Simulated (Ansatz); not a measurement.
**AlSnH5: functionals against CCSD(T) at one geometry**

The task here is to estimate one member of a computed series from the others.

Program: Ansatz 0.2.0, Gaussian basis. Level of theory: single points in def2-TZVPP. These are calculated values, not measurements.

Cores are frozen in the correlated methods. Filled d shells of the heavier atoms are correlated. Core potentials replace the inner electrons past krypton, and spin-orbit coupling is left out.

## Starting geometry

SMILES `[AlH2][SnH3]`, 7 atoms, charge 0, spin multiplicity 1.

Atoms are counted from 1 here; the program's logs count them from 0.

Bond lengths: Al1–Sn2 2.588 Å, Al1–H3 1.604 Å, Al1–H4 1.595 Å, Sn2–H5 1.673 Å, Sn2–H6 1.843 Å, Sn2–H7 1.718 Å. Angles: Sn2–Al1–H3 128.5°, Sn2–Al1–H4 116.0°, H3–Al1–H4 115.4°, Al1–Sn2–H5 106.3°, Al1–Sn2–H6 117.7°, Al1–Sn2–H7 115.0°, H5–Sn2–H6 103.0°, H5–Sn2–H7 104.2°, H6–Sn2–H7 108.9°.

As a file:

```csv
atom,x (Å),y (Å),z (Å)
Al1,-0.4348,-1.5131,0.1194
Sn2,0.3396,0.9551,0.0485
H3,-0.1932,-2.6035,1.2714
H4,-1.3364,-1.9982,-1.1038
H5,-0.1542,1.5607,-1.4305
H6,-0.4187,2.1270,1.2519
H7,2.0425,1.1819,0.0504
```

The first run:

File run/in.yaml:

```yaml
crystal:
  periodic: [false, false, false]
  atoms:
    - {symbol: Al, position_ang: [-0.434849, -1.513066, 0.119409]}
    - {symbol: Sn, position_ang: [0.339590, 0.955135, 0.048548]}
    - {symbol: H, position_ang: [-0.193210, -2.603453, 1.271357]}
    - {symbol: H, position_ang: [-1.336390, -1.998239, -1.103845]}
    - {symbol: H, position_ang: [-0.154226, 1.560683, -1.430471]}
    - {symbol: H, position_ang: [-0.418700, 2.127046, 1.251925]}
    - {symbol: H, position_ang: [2.042517, 1.181906, 0.050383]}
basis:
  gaussian: {orbitals: def2-TZVPP}
hamiltonian: {xc: pbe, dispersion: d4}
output: {forces: true}
```

Run with:

```bash
$ ansatz run in.yaml --threads 2 --pin off --events-out ev --progress --plain --max-ram 3481MiB
```

Steps of the session up to this table: PBE-D4/def2-TZVPP; r2SCAN-D4/def2-TZVPP; PBE0-D4/def2-TZVPP; wB97M-V/def2-TZVPP; CCSD(T)/def2-TZVPP.

One table of the session follows, with a row left open; its other results are not shown here.

```
   method  RMS force component (eV/Å)  angle to CCSD(T) forces (°)  dipole (D)
   PBE-D4                       0.491                         15.2        0.62
r2SCAN-D4                       0.518                          6.2        0.65
  PBE0-D4                       0.532                          5.9        0.66
  wB97M-V                           ?                            ?           ?
  CCSD(T)                       0.553                    reference        0.69
```

**Question.** Estimate the row for wB97M-V.

As computed: RMS force component (eV/Å): 0.554; angle to CCSD(T) forces (°): 4.1; dipole (D): 0.76. In the column «RMS force component (eV/Å)» it is the highest.
